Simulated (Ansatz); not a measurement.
# C3H8AlF: how energies converge with the basis set

How large a basis does C3H8AlF need? Two functionals are run in growing sets.

Method: one geometry, several basis sets; program: Ansatz 0.2.0, Gaussian basis.

Plan: PBE0-D4/def2-SVP; ωB97M-V/def2-SVP; PBE0-D4/def2-QZVPP; ωB97M-V/def2-QZVPP; the functionals' def2-TZVPP values are taken from earlier runs.

## 1. The geometry

An earlier PBE0-D4 in a triple-zeta def2 set relaxation fixed the geometry.

SMILES `C[C](C)(F)[AlH2]`, 13 atoms, charge 0, spin multiplicity 1.

Atoms are counted from 1 here; the program's logs count them from 0.

Bond lengths: C1–C2 1.516 Å, C1–H6 1.094 Å, C1–H7 1.096 Å, C1–H8 1.093 Å, C2–C3 1.516 Å, C2–F4 1.420 Å, C2–Al5 1.999 Å, C3–H9 1.093 Å, C3–H10 1.093 Å, C3–H11 1.096 Å, Al5–H12 1.591 Å, Al5–H13 1.584 Å. Angles: C2–C1–H6 110.6°, C2–C1–H7 110.3°, C2–C1–H8 111.8°, H6–C1–H7 108.0°, H6–C1–H8 108.2°, H7–C1–H8 107.7°, C1–C2–C3 111.0°, C1–C2–F4 106.7°, C1–C2–Al5 112.2°, C3–C2–F4 106.7°, C3–C2–Al5 112.4°, F4–C2–Al5 107.5°, C2–C3–H9 110.6°, C2–C3–H10 111.8°, C2–C3–H11 110.3°, H9–C3–H10 108.2°, H9–C3–H11 108.1°, H10–C3–H11 107.7° and more.

## 2. PBE0-D4 in def2-SVP

Input file in.yaml:

```yaml
crystal:
  periodic: [false, false, false]
  atoms:
    - {symbol: C, position_ang: [-1.409009, -0.323892, -0.152224]}
    - {symbol: C, position_ang: [0.043754, 0.042246, -0.382767]}
    - {symbol: C, position_ang: [0.959409, -1.100814, 0.007100]}
    - {symbol: F, position_ang: [0.199431, 0.230732, -1.781674]}
    - {symbol: Al, position_ang: [0.542138, 1.758385, 0.513227]}
    - {symbol: H, position_ang: [-1.604855, -0.472006, 0.913441]}
    - {symbol: H, position_ang: [-1.654070, -1.255956, -0.675119]}
    - {symbol: H, position_ang: [-2.086258, 0.451813, -0.519297]}
    - {symbol: H, position_ang: [0.900596, -1.291923, 1.082146]}
    - {symbol: H, position_ang: [2.001996, -0.889605, -0.244866]}
    - {symbol: H, position_ang: [0.667929, -2.018153, -0.517957]}
    - {symbol: H, position_ang: [0.499287, 1.801711, 2.103211]}
    - {symbol: H, position_ang: [0.960051, 3.032661, -0.330620]}
basis:
  gaussian: {orbitals: def2-SVP}
hamiltonian: {xc: pbe0, dispersion: d4}
output: {orbitals: {seedname: orbitals}}
```

The run is started by

```sh
$ ansatz run in.yaml --threads 4 --pin off --events-out ev --progress --plain --max-ram 10444MiB
```

Further steps of the session: ωB97M-V in def2-SVP; PBE0-D4 in def2-QZVPP; ωB97M-V in def2-QZVPP.

Before running them: what should the planned runs give, taken together? Wanted: PBE0-D4: double and triple zeta above quadruple; ωB97M-V: double and triple zeta above quadruple.

**Answer**, as computed:

```
                                       quantity           value
PBE0-D4: double and triple zeta above quadruple   9.71, 0.53 eV
ωB97M-V: double and triple zeta above quadruple  10.00, 0.52 eV
```

What this shows: For PBE0-D4 the step from double to triple zeta gains 9.18 eV and the next only 0.53 eV. These are total energies; as a rule much of such shifts cancels in differences, which this series doesn't test.
